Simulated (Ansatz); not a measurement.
# Ba2CaMoO6: the cost of one run

All numbers are computed with Ansatz 0.2.0, driven from Python. Level of theory: DFT mr2scan, plane waves, norm-conserving potentials.

## 1. The structure

The structure is cubic, space group Fm-3m (No. 225). Conventional cell: a = 8.380 Å, b = 8.380 Å, c = 8.380 Å, α = 90.00°, β = 90.00°, γ = 90.00°. Around Ba (site symmetry -43m) lie 12 O at 2.97 Å. Around Ca (site symmetry m-3m) lie 6 O at 2.28 Å. Mo (site symmetry m-3m) is surrounded by 6 O at 1.91 Å. O (site symmetry 4mm) has 1 Mo at 1.91 Å and 1 Ca at 2.28 Å in its first shell of neighbours.

No structure file is read: the coordinates are typed or built in the script.

## 2. The code

File run_eos.py:

```python
'''Equation of state of Ba2CaMoO6.'''

import warnings

import ansatz as az
import numpy as np

vectors0 = np.array([
    [0.0, 4.190056, 4.190056],
    [4.190056, 0.0, 4.190056],
    [4.190056, 4.190056, 0.0],
])
sites = [
    ('Ba', (0.25, 0.25, 0.25)),
    ('Ba', (0.75, 0.75, 0.75)),
    ('Ca', (0.0, 0.0, 0.0)),
    ('Mo', (0.5, 0.5, 0.5)),
    ('O', (0.72814, 0.27186, 0.27186)),
    ('O', (0.27186, 0.72814, 0.27186)),
    ('O', (0.27186, 0.72814, 0.72814)),
    ('O', (0.72814, 0.27186, 0.72814)),
    ('O', (0.27186, 0.27186, 0.72814)),
    ('O', (0.72814, 0.72814, 0.27186)),
]


def crystal_on(cell):
    crystal = az.Crystal(lattice=az.Lattice.of(cell))
    for symbol, position in sites:
        crystal = crystal.atom(symbol, position)
    return crystal

warnings.simplefilter('ignore', az.DeckWarning)

# uniform scaling of the cell
volumes, energies, pressures = [], [], []
for scale in np.linspace(0.88, 1.12, 7):
    cell = vectors0 * scale ** (1 / 3)
    calc = (
        crystal_on(cell).calculation()
        .functional('mr2scan')
        .pseudopotentials('nc')
        .occupations(az.OccupationsMethod.FIXED)
        .scf(extra_bands=4, lower_state_search='off')
        .kpoints(5, 5, 5)
        .stress()
    )
    summary = calc.run(threads=1).report
    volumes.append(abs(np.linalg.det(cell)) / len(sites))
    energies.append(summary['free_energy_ev'] / len(sites))
    pressures.append(np.trace(summary['stress_gpa']) / 3)
    print(f'V = {volumes[-1]:8.4f} A^3/atom  F = {energies[-1]:.5f} eV/atom  P = {pressures[-1]:8.3f} GPa')

# third-order Birch-Murnaghan: a cubic in V^(-2/3)
x = np.array(volumes) ** (-2 / 3)
poly = np.polynomial.Polynomial.fit(x, energies, 3).convert()
roots = poly.deriv().roots()
x0 = min((r.real for r in roots if abs(r.imag) < 1e-9 and poly.deriv(2)(r.real) > 0), key=lambda r: abs(r - x.mean()))
v0 = x0 ** -1.5
b0 = 4 / 9 * poly.deriv(2)(x0) * v0 ** (-7 / 3) * 160.21766
b1 = 4 + 2 / 3 * x0 * poly.deriv(3)(x0) / poly.deriv(2)(x0)
print(f'V0 = {v0:.4f} A^3/atom, B0 = {b0:.1f} GPa, dB/dP = {b1:.2f}')
```

## 3. What the engine is handed

The package turns the script's settings into the engine's input (first run):

```yaml
crystal:
  lattice:
    - [0.0, 4.0152635041210125, 4.0152635041210125]
    - [4.0152635041210125, 0.0, 4.0152635041210125]
    - [4.0152635041210125, 4.0152635041210125, 0.0]
  atoms:
    - { symbol: Ba, position: [0.25, 0.25, 0.25] }
    - { symbol: Ba, position: [0.75, 0.75, 0.75] }
    - { symbol: Ca, position: [0.0, 0.0, 0.0] }
    - { symbol: Mo, position: [0.5, 0.5, 0.5] }
    - { symbol: O, position: [0.72814, 0.27186, 0.27186] }
    - { symbol: O, position: [0.27186, 0.72814, 0.27186] }
    - { symbol: O, position: [0.27186, 0.72814, 0.72814] }
    - { symbol: O, position: [0.72814, 0.27186, 0.72814] }
    - { symbol: O, position: [0.27186, 0.27186, 0.72814] }
    - { symbol: O, position: [0.72814, 0.72814, 0.27186] }
kpoints:
  mp_grid:
    grid: [5, 5, 5]
hamiltonian:
  xc: mr2scan
  pseudopotentials:
    kind: nc
scf:
  n_extra_bands: 4
  lower_state_search: "off"
  occupations:
    method: fixed
output:
  stress: true
```

## 4. Launch

On the command line:

```bash
python run_eos.py
```

What time and memory should one allow on 1 thread of Intel Xeon Platinum 8175M at 2.50GHz (Skylake/Cascade Lake), shared host?

About 6.7 min, with a peak of 2.5 GiB.
